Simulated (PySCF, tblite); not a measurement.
# C₅H₇BClN₂ radical: geometry, infrared bands and EPR parameters

Aim: predict the infrared bands and EPR parameters of C₅H₇BClN₂ radical (`C=[C][C@@H](C)NB(Cl)C#N`).

The runs use tblite 0.8.0 and PySCF 2.14.0, with density-fitted response routines of our own; the level of theory stands in each step. All values are computed, except where a source is named. Atoms are numbered from 0 throughout.

## Step 1: The starting structure

16 atoms, charge 0, multiplicity 2; geometry from: force field or distance geometry start.

Bonds of the start (Å): C0–C1 1.33, C1–C2 1.51, C2–C3 1.54, C2–N4 1.47, N4–B5 1.54, B5–Cl6 1.85, B5–C7 1.55, C7–N8 1.15, C0–H9 1.10, C0–H10 1.08, C2–H11 1.12, C3–H12 1.10, C3–H13 1.10, C3–H14 1.12, N4–H15 1.04.

## Step 2: Geometry optimisation with GFN2-xTB

The job: settings as JSON, then the geometry in Å.

```
{"job": {"kind": "relax", "xc": "GFN2-xTB", "basis": "xTB"}, "charge": 0, "multiplicity": 2}
C     -2.518900    -1.127600     0.438700
C     -1.776400    -0.072500     0.765300
C     -0.500800     0.278100     0.035600
C     -0.100600     1.707900     0.438100
N      0.557700    -0.683100     0.366100
B      1.729400    -0.585900    -0.623100
Cl     1.525600    -1.063700    -2.394600
C      3.134300    -0.210500    -0.094000
N      4.184300     0.061300     0.297100
H     -3.430100    -1.342100     1.011200
H     -2.262900    -1.765100    -0.398500
H     -0.742600     0.275500    -1.057700
H      0.770200     2.042600    -0.135500
H     -0.928500     2.411600     0.257400
H      0.162400     1.737600     1.527600
H      0.189400    -1.655100     0.273000
```

The run is started by

```console
OMP_NUM_THREADS=1 python probes_run.py task.json out
```

The driver reads the jobs from task.json and runs them one after another.

**Question.** This job is followed by: GFN2-xTB harmonic vibrations, gas phase; UKS B3LYP, pcH-1 on B C Cl H N, non-relativistic, mean-field spin-orbit, GIAO. What will the session give for the following? strongest single infrared mode (GFN2-xTB); zero-point energy (GFN2-xTB); g(iso) (B3LYP); ⟨S²⟩; largest a(iso) (averaged by class); potential on the surface of density 0.002 e/bohr³, 1st and 99th percentile.

As calculated:

```
                                                                  quantity                  value
                                 strongest single infrared mode (GFN2-xTB)  1415 cm⁻¹, 156 km/mol
                                              zero-point energy (GFN2-xTB)          70.8 kcal/mol
                                                            g(iso) (B3LYP)                2.00225
                                                                      ⟨S²⟩     0.758 (exact 0.75)
                                        largest a(iso) (averaged by class)   13C on C1, 259.3 MHz
potential on the surface of density 0.002 e/bohr³, 1st and 99th percentile     -1.63 V and 2.13 V
```

What this shows: The optimisation took 154 steps and gained 1.680 eV; among the close pairs (by a distance rule), N4–B5 changed most, from 1.537 to 1.383 Å. No mode is imaginary among the 42: a minimum at this level. The strongest single mode, at 1415 cm⁻¹, moves mainly N4 and B5. Unscaled tight-binding wavenumbers are off by several per cent, some by more. Its intensities can rank the bands wrongly. Most of the unpaired spin sits on C1 (0.98 e). The isotropic g lies 0.1 ppt below the free-electron value. These values are for one conformer; the search (at its own cheap level) found 2 more, at 0.77, 2.54 kcal/mol, and measured spectra average over such forms.
